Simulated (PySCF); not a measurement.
# TiH₄: structure of the singlet

The task is one start of a wider search on TiH₄: the singlet, from a BP86 minimum start. It is relaxed, tested by its Hessian and followed downhill if it is a saddle.

Method: BP86, basis Ti def2-TZVP, H def2-TZVP, no relativity, density fitting; program: PySCF 2.14.0.

**1. Starting geometry**

5 atoms, charge 0, spin multiplicity 1.

Bond lengths: Ti1–H2 1.709 Å, Ti1–H3 1.709 Å, Ti1–H4 1.709 Å, Ti1–H5 1.709 Å. Angles: H2–Ti1–H3 109.5°, H2–Ti1–H4 109.5°, H2–Ti1–H5 109.5°, H3–Ti1–H4 109.5°, H3–Ti1–H5 109.5°, H4–Ti1–H5 109.5°.

```xyz
5
charge 0 multiplicity 1
Ti    0.0000    0.0000    0.0000
H     1.3956   -0.0001    0.9869
H    -1.3956    0.0000    0.9869
H     0.0000    1.3957   -0.9868
H     0.0000   -1.3956   -0.9869
```

**2. Finding the electronic state**

The steps below are one call of a driver around PySCF. For each, scf.py gives the equivalent set-up of the SCF; relaxations use the driver's own optimiser. The state is first sought with PBE. After this first run the driver tries any further starts and a stability analysis.

Input file scf.py:

```python
from pyscf import gto, scf, dft
mol = gto.M(atom='''
Ti     0.000000    -0.000000    -0.000000
H      1.395630    -0.000067     0.986860
H     -1.395630    -0.000000     0.986860
H      0.000033     1.395664    -0.986812
H     -0.000033    -1.395597    -0.986907''',
    basis={'Ti': 'def2-TZVP', 'H': 'def2-TZVP'},
    charge=0, spin=0)
mf = dft.RKS(mol, xc='PBE')
mf.grids.atom_grid = (50, 194)
aux = {'Ti': 'def2-universal-JKFIT', 'H': 'def2-universal-JKFIT'}
mf = mf.density_fit(auxbasis=aux)
mf.conv_tol = 1e-08
mf.diis_space = 10
mf.max_cycle = 60
mf.init_guess = 'minao'
mf.verbose = 4
mf.kernel()
```

Run with:

```
$ OMP_NUM_THREADS=2 python axn.py task.json out
```

What it wrote:

```text
init E= -851.133203178487
  HOMO = -0.32501259949369  LUMO = -0.195752364105709  gap/eV = 3.51735
cycle= 1 E= -851.482763778423  delta_E= -0.35  |g|= 0.322  |ddm|= 1.85
  HOMO = -0.302011887247778  LUMO = -0.243244117848258  gap/eV = 1.59915
cycle= 2 E= -850.823798698598  delta_E= 0.659  |g|= 1.86  |ddm|= 0.934
  HOMO = -0.25667382494848  LUMO = -0.147628556063863  gap/eV = 2.96727
cycle= 3 E= -851.508385045173  delta_E= -0.685  |g|= 0.0466  |ddm|= 0.829
  HOMO = -0.274568827773405  LUMO = -0.161566161658477  gap/eV = 3.07496
cycle= 4 E= -851.509189825285  delta_E= -0.000805  |g|= 0.00882  |ddm|= 0.0737
  HOMO = -0.272736781352969  LUMO = -0.159403276047248  gap/eV = 3.08396
cycle= 5 E= -851.509207815561  delta_E= -1.8e-05  |g|= 0.00323  |ddm|= 0.0111
  HOMO = -0.27283472175448  LUMO = -0.159676623224895  gap/eV = 3.07919
cycle= 6 E= -851.509210400297  delta_E= -2.58e-06  |g|= 0.000636  |ddm|= 0.0024
  HOMO = -0.272800339061633  LUMO = -0.159614014478999  gap/eV = 3.07996
cycle= 7 E= -851.509210509442  delta_E= -1.09e-07  |g|= 5.24e-06  |ddm|= 0.000452
  HOMO = -0.272800256135057  LUMO = -0.159614149228572  gap/eV = 3.07995
cycle= 8 E= -851.509210509443  delta_E= -6.82e-13  |g|= 6e-07  |ddm|= 3.59e-06
  HOMO = -0.272800398406268  LUMO = -0.159614449728328  gap/eV = 3.07995
Extra cycle  E= -851.509210509444  delta_E= -1.14e-12  |g|= 3.16e-06  |ddm|= 2.29e-06
converged SCF energy = -851.509210509444
```

This step, with its further starts and checks, ran for 2.6 s (2 threads of Arm Neoverse V1, shared host).

The test of internal stability found no lower closed-shell solution.

**3. Relaxing the singlet from the BP86 minimum start**

The program finds Td symmetry in the start, which this walk keeps. Threshold on the gradient: 0.0003 Eh/bohr, with a further test on the energy change.

Changes to scf.py since step 2:

```diff
@@ -3 +3 @@
-Ti     0.000000    -0.000000    -0.000000
+Ti    -0.000000    -0.000000     0.000000
@@ -10 +10 @@
-mf = dft.RKS(mol, xc='PBE')
+mf = dft.RKS(mol, xc='B88,P86')
@@ -17 +16,0 @@
-mf.init_guess = 'minao'
```

Steps of the walk:

| step | energy (Eh) | change (kJ/mol) | largest symmetric gradient (Eh/bohr) |
| --- | --- | --- | --- |
| 0 | -851.867293 | 0.00 | 0.00001 |

The walk took 1 s.

After 0 steps and 0.0 kJ/mol it ends at Td: Ti–H 1.709 Å (×4); H–Ti–H 109.5° (×6).

**4. Frequencies**

The point is checked on the finer grid, and tightened if its gradient asks for it. The Hessian and the dipole derivatives come from central differences of analytic gradients, with steps of 0.02 bohr.

Changes to scf.py since step 3:

```diff
@@ -3 +3 @@
-Ti    -0.000000    -0.000000     0.000000
+Ti     0.000000    -0.000000    -0.000000
@@ -11 +11 @@
-mf.grids.atom_grid = (50, 194)
+mf.grids.atom_grid = (75, 302)
@@ -14 +14 @@
-mf.conv_tol = 1e-08
+mf.conv_tol = 1e-10
```

The driver hands on the density of the step before, so the log starts near convergence.

Log of the central SCF (cycles and frontier levels):

```text
init E= -851.867275703097
  HOMO = -0.277710122602202  LUMO = -0.164640624697311  gap/eV = 3.07678
cycle= 1 E= -851.867275703098  delta_E= -1.93e-12  |g|= 2.94e-06  |ddm|= 3.43e-06
  HOMO = -0.277710481308855  LUMO = -0.164641517853056  gap/eV = 3.07676
Extra cycle  E= -851.86727570307  delta_E= 2.83e-11  |g|= 1.08e-05  |ddm|= 8.4e-06
converged SCF energy = -851.86727570307
```

The whole step took 9.4 s.

Geometry: Td; Ti–H 1.709 Å (×4); H–Ti–H 109.5° (×6).

Modes, for the most abundant isotopes:

```tsv
symmetry	ω (cm⁻¹)	IR (km/mol)	type
t2	518	511	bend
e	578	0.0	bend
t2	1685	998	stretch
a1	1726	0.0	stretch
```

Every mode is real; the point is a minimum.

Properties at this point:

```yaml
Dipole_moment: 0.00 D
Highest_occupied_level: -7.56 eV
Lowest_empty_level: -4.48 eV
Rotational_constants: 2.147, 2.147, 2.147 cm⁻¹
Zero-point_energy: 56.8 kJ/mol
Principal_polarisabilities: 46.1, 46.1, 46.1 bohr³
Atomisation_energy_without_zero-point_energy: 1120 kJ/mol
Principal_traceless_quadrupole_moments_about_the_centre_of_mass: 0.00, 0.00, 0.00 D Å
Entropy_at_298.15_K_and_1_bar: 223.6 J/(mol K)
Heat_capacity_Cp_at_298.15_K: 58.1 J/(mol K)
Enthalpy_at_298.15_K_above_0_K: 12.51 kJ/mol
Rotational_symmetry_number: 12
```

Charges (e) and bond orders:

```tsv
atom	Mulliken	Löwdin	polar tensor	Mayer order to Ti1
Ti1	0.57	0.36	1.33	–
H2,3,4,5	-0.14	-0.09	-0.33	0.97
```

Mulliken populations on Ti1: s 6.76, p 12.40, d 2.27, f 0.01.

**5. Would spin polarisation lower it?**

At the lowest minimum the closed shell is tested against spin polarisation, on the (50, 194) grid. It is stable.

**6. Summary of results**

```
                                 quantity                                    value
                                  minimum                              singlet, Td
                                 geometry    Ti–H 1.709 Å (×4); H–Ti–H 109.5° (×6)
                       wavenumbers (cm⁻¹)  518 (t2), 578 (e), 1685 (t2), 1726 (a1)
                            dipole moment                                   0.00 D
     highest occupied, lowest empty level                          -7.56, -4.48 eV
               polar-tensor charge of Ti1                                  +1.33 e
                        zero-point energy                              56.8 kJ/mol
                      entropy at 298.15 K                          223.6 J/(mol K)
atomisation energy (no zero-point energy)                              1120 kJ/mol
```

**Reading.** The molecule stays Td, as typed, and the end point is a minimum. In the infrared the band at 1685 cm⁻¹ (t2, stretch) leads. Ti1 has a polar-tensor charge of +1.3 e (a dipole derivative, not a static charge), yet symmetry cancels the bond dipoles. Other starts or spin states, not run here, may lie lower.

The search up to here ran for 14 s (2 threads of Arm Neoverse V1, shared host).
